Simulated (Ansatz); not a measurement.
The system is CuO2.

```
Cu O
1.0
     1.41261   -5.21075    0.00000
     1.41261    5.21075    0.00000
     0.00000    0.00000    4.34342
Cu O
2 4
Cartesian
  1.4126 3.4677 3.2576
  1.4126 -3.4677 1.0859
  1.4126 -3.0115 3.2576
  1.4126 3.0115 1.0859
  1.4126 -0.5366 3.2576
  1.4126 0.5366 1.0859
```

The cell comes from a database or a generator and needn't be the stable form of this composition.

| Property | Result |
| --- | --- |
| Program | Ansatz 0.2.0 |
| Task | relaxation of cell and atoms |
| Functional | PBEsol |
| Potentials or basis | Ansatz PAW |
| Cutoff | 420 eV (not typed: the program's choice for these potentials) |
| k mesh | 10 × 10 × 6 |
| Occupations | fermi-dirac, width 0.05 eV |
| Spin | no spin polarisation |
| Hubbard terms | Cu d U = 1 eV |

At the start: volume 10.66 Å³/atom.

**Question.** Where does the relaxation end?

**Answer.** It ends after 18 steps and the volume is 9.37 Å³/atom (-12.0 %); space group Cmcm (No. 63, to 0.05 Å).

The path:
```tsv
step	energy change (eV)	largest force (eV/Å)	volume (Å³)
1	0.0000	0.5036	63.94
2	-0.1313	0.2745	60.15
3	-0.1811	0.2154	55.83
4	-0.1824	0.1124	57.81
5	-0.1872	0.0718	57.44
6	-0.1889	0.0171	57.31
7	-0.1896	0.0140	57.21
8	-0.1897	0.0018	57.20
9	-0.1681	0.0029	57.20
10	-0.1746	0.0153	56.40
11	-0.1745	0.0092	56.42
12	-0.1744	0.0005	56.44
13	-0.1702	0.0008	56.44
14	-0.1712	0.0058	56.29
15	-0.1713	0.0028	56.27
16	-0.1704	0.0029	56.27
17	-0.1706	0.0001	56.24
18	-0.1704	0.0001	56.24
```

Final structure:
```
CELL_PARAMETERS angstrom
1.40537 -4.83296 0.00000
1.40537 4.83296 0.00000
0.00000 0.00000 4.13993
ATOMIC_POSITIONS crystal
Cu 0.15822 0.84178 0.75000
Cu 0.84178 0.15822 0.25000
O 0.78846 0.21154 0.75000
O 0.21154 0.78846 0.25000
O 0.53128 0.46872 0.75000
O 0.46872 0.53128 0.25000
```

Caveat: the plane-wave basis is chosen anew once the cell has moved, so the energies of steps on either side of that aren't comparable; the pressure holds a Pulay correction of +1.0 GPa for the finite cutoff; the run has no spin polarisation, though such a crystal can be magnetic; U without spin polarisation on a metal has little footing; the PAW data sets come from PBE, with cores solved anew for the run's functional, which leaves a small shift of forces and pressure.
